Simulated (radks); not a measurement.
**Numerical settings for Ce⁺**

How sensitive is the result for the cerium ion Ce+ to mesh, mixing and thresholds? A default run comes first. The defaults are a mesh step of 0.008 in ln r, a mesh end at 40 bohr or more, Anderson mixing 0.5 over 9 steps and a tight residual threshold, with the energy settled to 1e-9 hartree as well; every run has a cap on iterations.

The numbers are computed with radks (a radial shooting solver on a logarithmic mesh, Libxc functionals) version 1 (scalar-relativistic Kohn-Sham, r2SCAN, spin-polarised, spherical densities, finite nucleus; open shells are filled with parallel spins first), except any that are marked as measured or tabulated.

## (1) Starting point

| Property | Result |
| --- | --- |
| element | cerium (Z = 58) |
| charge | +1 |
| electrons | 57 |
| configuration | [Xe] 4f1 5d2 |
| nuclear rms radius | 4.8771 fm |

The outer shells:

Ce⁺
```
[Xe] core
4f [↑ ][  ][  ][  ][  ][  ][  ]
5d [↑ ][↑ ][  ][  ][  ]
```

## (2) Default settings

Input:

```text
Z 58
configuration [Xe] 4f1 5d2
relativity scalar-relativistic
functional r2scan,r2scan
spin polarised
nucleus finite rms 4.8771 fm
c 137.035999084
max_iterations 100
```

The run is started by

```sh
python run_ks.py task.json out
```

All runs below come from this command, one after another.

## (3) Mesh step in ln r 0.012

Changes since step 2:

```diff
@@ -7,2 +7,3 @@
 c 137.035999084
+mesh_step 0.012
 max_iterations 100
```

## (4) Mesh step in ln r 0.08

Changes since step 3:

```diff
@@ -7,3 +7,3 @@
 c 137.035999084
-mesh_step 0.012
+mesh_step 0.08
 max_iterations 100
```

## (5) Mesh step in ln r 0.005

Changes since step 4:

```diff
@@ -7,3 +7,3 @@
 c 137.035999084
-mesh_step 0.08
+mesh_step 0.005
 max_iterations 100
```

## (6) Mesh end (bohr) 12

Changes since step 5:

```diff
@@ -7,3 +7,3 @@
 c 137.035999084
-mesh_step 0.005
+mesh_end 12
 max_iterations 100
```

## (7) Mesh end (bohr) 5

Changes since step 6:

```diff
@@ -7,3 +7,3 @@
 c 137.035999084
-mesh_end 12
+mesh_end 5
 max_iterations 100
```

## (8) Residual threshold 1e-16

Changes since step 7:

```diff
@@ -7,3 +7,3 @@
 c 137.035999084
-mesh_end 5
+threshold 1e-16
 max_iterations 100
```

## (9) Residual threshold 0.1

Changes since step 8:

```diff
@@ -7,3 +7,3 @@
 c 137.035999084
-threshold 1e-16
+threshold 0.1
 max_iterations 100
```

## (10) Mixing 0.01

Changes since step 9:

```diff
@@ -7,3 +7,3 @@
 c 137.035999084
-threshold 0.1
+mixing 0.01
 max_iterations 100
```

## (11) Mixing history 1, mixing 0.05

Changes since step 10:

```diff
@@ -7,3 +7,4 @@
 c 137.035999084
-mixing 0.01
+history 1
+mixing 0.05
 max_iterations 100
```

## (12) Mixing history 1, mixing 0.2

Changes since step 11:

```diff
@@ -8,3 +8,3 @@
 history 1
-mixing 0.05
+mixing 0.2
 max_iterations 100
```

## (13) Mixing history 2

Changes since step 12:

```diff
@@ -7,4 +7,3 @@
 c 137.035999084
-history 1
-mixing 0.2
+history 2
 max_iterations 100
```

## (14) Iteration cap 3

Changes since step 13:

```diff
@@ -7,3 +7,2 @@
 c 137.035999084
-history 2
-max_iterations 100
+max_iterations 3
```

Q: Predict the outcome of this session. Wanted: for each run, setting; iterations; converged; change of E.

**Answer**, as computed:

| setting | mesh points | iterations | converged | change of E (mhartree) | time |
| --- | --- | --- | --- | --- | --- |
| Default settings | 2314 | 10 | yes | 0 | 0.27 s |
| mesh step in ln r 0.012 | 1543 | 10 | yes | +0.000231 | 0.18 s |
| mesh step in ln r 0.08 | 232 | 2 | no | - | 0.02 s |
| mesh step in ln r 0.005 | 3703 | 13 | yes | 0 | 0.49 s |
| mesh end (bohr) 12 | 2038 | 10 | yes | +0.01358 | 0.25 s |
| mesh end (bohr) 5 | 1929 | 10 | yes | +77.81 | 0.24 s |
| residual threshold 1e-16 | 2314 | 100 | no | - | 1.1 s |
| residual threshold 0.1 | 2314 | 10 | yes | 0 | 0.27 s |
| mixing 0.01 | 2314 | 20 | yes | 0 | 0.48 s |
| mixing history 1, mixing 0.05 | 2314 | 100 | no | - | 2 s |
| mixing history 1, mixing 0.2 | 2314 | 62 | yes | +0.0008678 | 1.2 s |
| mixing history 2 | 2314 | 15 | yes | 0 | 0.35 s |
| iteration cap 3 | 2314 | 3 | no | - | 0.09 s |

In words: A zero stands for a change under the printed digits. Converged yet off by more than 1 mhartree: mesh end (bohr) 5. Convergence of the cycle says nothing about the mesh. Not converged or rejected: mesh step in ln r 0.08; residual threshold 1e-16; mixing history 1, mixing 0.05; iteration cap 3. A mesh that ends early acts as a hard wall.
